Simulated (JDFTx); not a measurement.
Input of a JDFTx 1.7.0 (patched build) run:

File fluid.in:

```
lattice \
   18.8972612463     0.0000000000     0.0000000000 \
    0.0000000000    18.8972612463     0.0000000000 \
    0.0000000000     0.0000000000    18.8972612463
coords-type Cartesian
ion H     10.0765866143     9.3008540402     9.8256309850 1
ion H      8.8698075112     9.6757757033     9.2001316377 1

ion-species pseudo/H.upf
elec-cutoff 36
elec-ex-corr gga-PBEsol
kpoint-folding 1 1 1
elec-n-bands 1
electronic-minimize nIterations 100 energyDiffThreshold 1e-06
fluid LinearPCM
pcm-variant GLSSA13
fluid-solvent CHCl3
fluid-minimize nIterations 200 knormThreshold 1e-10
initial-state vacuum.$VAR
core-overlap-check none
forces-output-coords Cartesian

dump-name fluid.$VAR
dump End Ecomponents EigStats BandEigs Kpoints Forces
```

Potentials or basis: PseudoDojo-SR-PBEsol-0.4.1-standard with smoothed tails.

The run is started by

```bash
$ jdftx -c 1 -i fluid.in -o fluid.out
```

(1) What does it give for the solvation energy?

(2) Estimate the largest force.

## Answers

(1) -0.076 eV.

(2) 0.424 eV/Å.

Caveat: forces may be off by hundredths of an eV/Å; forces in the liquid are good to some per cent; the liquid is a continuum model, checked here against plausible ranges alone.
